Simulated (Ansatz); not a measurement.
# AlH9OSi3: the cost of one run

The runs use Ansatz 0.2.0, Gaussian basis; the settings change from run to run.

## (1) The relaxed structure

The structure was relaxed beforehand with PBE0-D4 in a triple-zeta def2 set.

SMILES `[AlH2][SiH]([SiH3])O[SiH3]`, 14 atoms, charge 0, spin multiplicity 1.

Atoms are counted from 1 here; the program's logs count them from 0.

Bond lengths: Al1–Si2 2.458 Å, Al1–H6 1.590 Å, Al1–H7 1.588 Å, Si2–Si3 2.353 Å, Si2–O4 1.655 Å, Si2–H8 1.499 Å, Si3–H9 1.490 Å, Si3–H10 1.490 Å, Si3–H11 1.489 Å, O4–Si5 1.636 Å, Si5–H12 1.487 Å, Si5–H13 1.488 Å, Si5–H14 1.483 Å. Angles: Si2–Al1–H6 118.4°, Si2–Al1–H7 121.9°, H6–Al1–H7 119.7°, Al1–Si2–Si3 111.0°, Al1–Si2–O4 111.2°, Al1–Si2–H8 109.7°, Si3–Si2–O4 111.0°, Si3–Si2–H8 104.8°, O4–Si2–H8 108.8°, Si2–Si3–H9 108.2°, Si2–Si3–H10 111.1°, Si2–Si3–H11 112.4°, H9–Si3–H10 108.2°, H9–Si3–H11 108.7°, H10–Si3–H11 108.2°, Si2–O4–Si5 141.6°, O4–Si5–H12 110.4°, O4–Si5–H13 110.1° and more.

## (2) CAM-B3LYP/def2-TZVP

Set apart from the defaults: unrestricted orbitals, D3(BJ) with three-body dispersion.

in.yaml

```yaml
crystal:
  periodic: [false, false, false]
  atoms:
    - {symbol: Al, position_ang: [-1.975435, 2.138305, 0.173773]}
    - {symbol: Si, position_ang: [-0.530946, 0.183732, 0.539126]}
    - {symbol: Si, position_ang: [1.705198, 0.837005, 0.869073]}
    - {symbol: O, position_ang: [-0.655252, -0.895684, -0.709236]}
    - {symbol: Si, position_ang: [0.007127, -2.278674, -1.279641]}
    - {symbol: H, position_ang: [-2.033879, 3.257209, 1.301634]}
    - {symbol: H, position_ang: [-2.814684, 2.323465, -1.161816]}
    - {symbol: H, position_ang: [-0.921989, -0.503275, 1.813172]}
    - {symbol: H, position_ang: [1.753155, 1.751638, 2.044058]}
    - {symbol: H, position_ang: [2.229303, 1.573803, -0.314715]}
    - {symbol: H, position_ang: [2.603474, -0.321897, 1.129498]}
    - {symbol: H, position_ang: [-0.261400, -3.405716, -0.347677]}
    - {symbol: H, position_ang: [1.479199, -2.118899, -1.426651]}
    - {symbol: H, position_ang: [-0.596771, -2.570312, -2.601994]}
basis:
  gaussian: {orbitals: def2-TZVP}
magnetization: {spin_polarized: true, initial_magnetization: 0}
hamiltonian: {xc: {name: CAM-B3LYP}, dispersion: d3bjatm}
```

Launch:

```sh
> ansatz run in.yaml --threads 4 --pin off --events-out ev --progress --plain --max-ram 10444MiB
```

Q: Estimate wall time and peak memory on 4 threads of Intel Xeon 6975P-C, shared host.

About 5.5 s, with a peak of 1.2 GiB.
